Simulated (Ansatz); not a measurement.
# Cd4SeS3: the cost of one run

Program: Ansatz 0.2.0. Level of theory: DFT PBE, scalar-relativistic, plane waves, PAW. These are calculated values, not measurements.

## 1. Starting point

Symmetry: P3m1, No. 156, trigonal system. The conventional cell has a = 4.241 Å, b = 4.241 Å, c = 13.827 Å, α = 90.00°, β = 90.00°, γ = 120.00°. Cd (site symmetry 3m) has 4 S at 2.57 to 2.58 Å in its first shell of neighbours. Around Cd (site symmetry 3m) lie 3 S at 2.58 Å and 1 Se at 2.69 Å. Around Cd (site symmetry 3m) lie 1 S at 2.57 Å and 3 Se at 2.64 Å. Se (site symmetry 3m) has 4 Cd at 2.64 to 2.69 Å in its first shell of neighbours. S (site symmetry 3m) is surrounded by 4 Cd at 2.57 to 2.58 Å.

Structure file:

```cif
data_structure
_symmetry_space_group_name_H-M 'P 1'
_symmetry_Int_Tables_number 1
_cell_length_a 4.2415
_cell_length_b 4.2415
_cell_length_c 13.8270
_cell_angle_alpha 90.000
_cell_angle_beta 90.000
_cell_angle_gamma 120.000
_cell_volume 215.42
loop_
_atom_site_label
_atom_site_type_symbol
_atom_site_fract_x
_atom_site_fract_y
_atom_site_fract_z
_atom_site_occupancy
Cd1 Cd 0.33333 0.66667 0.00477 1
Cd2 Cd 0.33333 0.66667 0.49427 1
Cd3 Cd 0.66667 0.33333 0.24954 1
Cd4 Cd 0.66667 0.33333 0.76043 1
Se1 Se 0.33333 0.66667 0.68851 1
S1 S 0.33333 0.66667 0.19083 1
S2 S 0.66667 0.33333 0.43562 1
S3 S 0.66667 0.33333 0.94603 1
```

The start is the relaxed end of an invented cell (made as: elements ordered on the sites of the CdS type, S/Se on S (P3m1, No. 156)), taken up again for a closer look.

## 2. A first look at the guess

input.yaml reads:

```yaml
crystal:
  lattice:
    - [4.2414692, 0.0, 0.0]
    - [-2.1207346, 3.6732201, 0.0]
    - [0.0, 0.0, 13.8270021]
  atoms:
    - { symbol: Cd, position: [0.3333333, 0.6666667, 0.004775] }
    - { symbol: Cd, position: [0.3333333, 0.6666667, 0.494274] }
    - { symbol: Cd, position: [0.6666667, 0.3333333, 0.249536] }
    - { symbol: Cd, position: [0.6666667, 0.3333333, 0.760434] }
    - { symbol: Se, position: [0.3333333, 0.6666667, 0.688505] }
    - { symbol: S, position: [0.3333333, 0.6666667, 0.190831] }
    - { symbol: S, position: [0.6666667, 0.3333333, 0.435619] }
    - { symbol: S, position: [0.6666667, 0.3333333, 0.946027] }
basis:
  ecutwfc: 420
kpoints:
  mp_grid: { grid: [6, 6, 2] }
hamiltonian:
  xc: pbe
scf:
  occupations: { method: gaussian, width: 0.1 }
  lower_state_search: "off"
output:
  forces: true
  stress: true
  eigenvalues: true
```

On the command line:

```sh
ansatz run input.yaml --threads 4 --pin off --max-ram 8192MiB --backend cpu --events-out ev --progress --plain --runs-dir out
```

**Question.** How long does this run take on 4 threads of Intel Xeon Platinum 8375C at 2.90GHz (Ice Lake), shared host, and how much memory does it need?

About 3.2 s, with a peak of 0.7 GiB.
